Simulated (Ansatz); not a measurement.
Working through harmonic frequencies at the relaxed geometry of BrSn

Program: the Python package of Ansatz (0.2.0).

At the Python prompt:
```pycon
>>> import itertools
>>> import ansatz
>>> from ase import Atoms
>>> from ase.data import atomic_numbers, covalent_radii
>>> import numpy as np
>>> atoms = Atoms(["Sn", "Br"], positions=[
...     (0.0, 0.0, 0.0),
...     (0.0, 0.0, 2.465),
... ])
>>> system = ansatz.Crystal.molecule_from_ase(atoms)
>>> job = (
...     system.calculation()
...     .basis(gaussian="def2-SVP")
...     .functional("pbe0", dispersion="d3bj")
...     .spin("collinear", total=1)
... )
>>> symbols = [site.symbol for site in system.cartesian_sites]
>>> start = np.array([site.position_ang for site in system.cartesian_sites], dtype=float)
>>> summary = job.relax(force_tolerance=0.003).run().report
>>> end = np.array(summary["positions_ang"])
>>> # pairs closer than 1.2 times the sum of covalent radii, before or after
>>> radius = [covalent_radii[atomic_numbers[s]] for s in symbols]
>>> span = lambda where, i, j: np.linalg.norm(where[i] - where[j])
>>> bonded = [(i, j) for i, j in itertools.combinations(range(len(symbols)), 2) if min(span(start, i, j), span(end, i, j)) < 1.2 * (radius[i] + radius[j])]
>>> print("pair        before    after (A)")
pair        before    after (A)
>>> for i, j in bonded:
...     print(f"{symbols[i]}{i}-{symbols[j]}{j}".ljust(10), f"{span(start, i, j):8.4f} {span(end, i, j):8.4f}")
...
Sn0-Br1      2.4650   2.5392
>>> # same settings at the minimum
>>> minimum = ansatz.Crystal.molecule()
>>> for symbol, place in zip(symbols, end):
...     minimum = minimum.atom(symbol, place.tolist())
...
>>> vibrating = (
...     minimum.calculation()
...     .basis(gaussian="def2-SVP")
...     .functional("pbe0", dispersion="d3bj")
...     .spin("collinear", total=1)
...     .phonons(temperatures=(298.15, 498.15, 100))
... )
>>> vib = vibrating.run().report["vibrations"]
>>> sums = vib["harmonic_sums"]
>>> modes = [m["omega_inv_cm"] for m in sums["modes_at_gamma"] if m["rigid_motion"] == "no"]
>>> for number, w in enumerate(modes, start=1):
...     print(f"mode {number:2d} {w:9.1f} 1/cm {w / 8065.544 * 1000:8.2f} meV")
...
mode  1     245.9 1/cm    30.49 meV
>>> print("imaginary modes:", sum(w < 0 for w in modes), " zero-point energy:", round(sums["zero_point_energy_ev"], 4), "eV")
imaginary modes: 0  zero-point energy: 0.0152 eV
```

Reading the output:
- The frequencies are harmonic and unscaled, in a modest basis.
- def2 sets replace the cores of elements past krypton by effective core potentials.
- The run takes the species as open-shell (spin multiplicity 2), which needn't be its ground state.
- The spin state was assumed, and another may lie lower.
- It ran for 34 s on 1 thread of Arm Neoverse V2, on a shared host, peak memory 0.25 GiB.
